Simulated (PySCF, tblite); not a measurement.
# C5H12GeSi: geometry, infrared bands and NMR shifts

Aim: predict the infrared bands and NMR shifts of C5H12GeSi (`CC#C[CH2][GeH2][SiH2]C`).

Programs: tblite 0.8.0 and PySCF 2.14.0, with density-fitted response routines of our own. Each step states its level of theory. These are calculated values for one molecule in the gas phase, unless marked as measured. Atoms are numbered from 0 throughout.

## Step 1: The molecule as given

19 atoms, charge 0, multiplicity 1; geometry from: force field or distance geometry start.

Bonds of the start (Å): C0–C1 1.47, C1–C2 1.20, C2–C3 1.46, C3–Ge4 1.96, Ge4–Si5 2.32, Si5–C6 1.87, C0–H7 1.11, C0–H8 1.11, C0–H9 1.10, C3–H10 1.12, C3–H11 1.10, Ge4–H12 1.55, Ge4–H13 1.54, Si5–H14 1.47, Si5–H15 1.46, C6–H16 1.11, C6–H17 1.10, C6–H18 1.12.

## Step 2: Geometry optimisation with GFN2-xTB

What the job is given:

```
{"job": {"kind": "relax", "xc": "GFN2-xTB", "basis": "xTB"}, "charge": 0, "multiplicity": 1}
C      2.680700     1.635800     0.734500
C      2.004200     0.516300     0.070400
C      1.465200    -0.418000    -0.454400
C      0.776500    -1.528100    -1.116100
Ge    -0.828100    -1.995400    -0.099700
Si    -2.369600    -0.270000    -0.245400
C     -1.608100     1.308100     0.412400
H      3.321100     1.267300     1.561900
H      1.911500     2.323500     1.150600
H      3.292000     2.180400     0.000500
H      1.453800    -2.413800    -1.136000
H      0.494600    -1.254700    -2.141300
H     -1.458000    -3.278000    -0.694200
H     -0.451500    -2.240800     1.374700
H     -3.551100    -0.605600     0.560700
H     -2.762900    -0.071100    -1.632600
H     -2.380000     2.103900     0.447900
H     -0.780100     1.617500    -0.247000
H     -1.220000     1.131900     1.445800
```

On the command line:

```console
OMP_NUM_THREADS=1 python probes_run.py task.json out
```

One launch serves the whole session: the jobs run in the order shown.

**Question.** This job is followed by: GFN2-xTB harmonic vibrations, gas phase; GIAO PBE0/pcSseg-1 NMR shielding, non-relativistic, gas phase. Predict these results of the whole session: strongest single infrared mode (GFN2-xTB); zero-point energy (GFN2-xTB); 13C shifts against TMS (PBE0/pcSseg-1); 1H shifts against TMS (PBE0/pcSseg-1, means over atoms taken as alike); 73Ge shifts against GeMe4 (PBE0/pcSseg-1); 29Si shifts against TMS (PBE0/pcSseg-1).

The runs gave:

```
                                                              quantity                             value
                             strongest single infrared mode (GFN2-xTB)             1924 cm⁻¹, 590 km/mol
                                          zero-point energy (GFN2-xTB)                     87.8 kcal/mol
                                13C shifts against TMS (PBE0/pcSseg-1)    85.4, 81.7, 5.0, 2.5, -8.1 ppm
1H shifts against TMS (PBE0/pcSseg-1, means over atoms taken as alike)  4.12, 3.81, 1.99, 1.92, 0.50 ppm
                             73Ge shifts against GeMe4 (PBE0/pcSseg-1)                          -253 ppm
                               29Si shifts against TMS (PBE0/pcSseg-1)                         -71.8 ppm
```

**Reading.** Over 68 steps the energy fell by 0.208 eV; of the close pairs, C3–Ge4 changed most, 1.956 to 2.003 Å. All 51 modes are real, so the xTB geometry is a minimum. The strongest single mode, at 1924 cm⁻¹, moves mainly H13. GFN2-xTB is a fitted tight-binding method: band positions and strengths are rough. Its intensities can rank the bands wrongly. At PBE0/pcSseg-1: Shielding is most anisotropic at C2 (span 265 ppm, paramagnetic term -162 ppm). Spin-orbit coupling is left out, which matters for shieldings and couplings at and beside the heavy atoms.
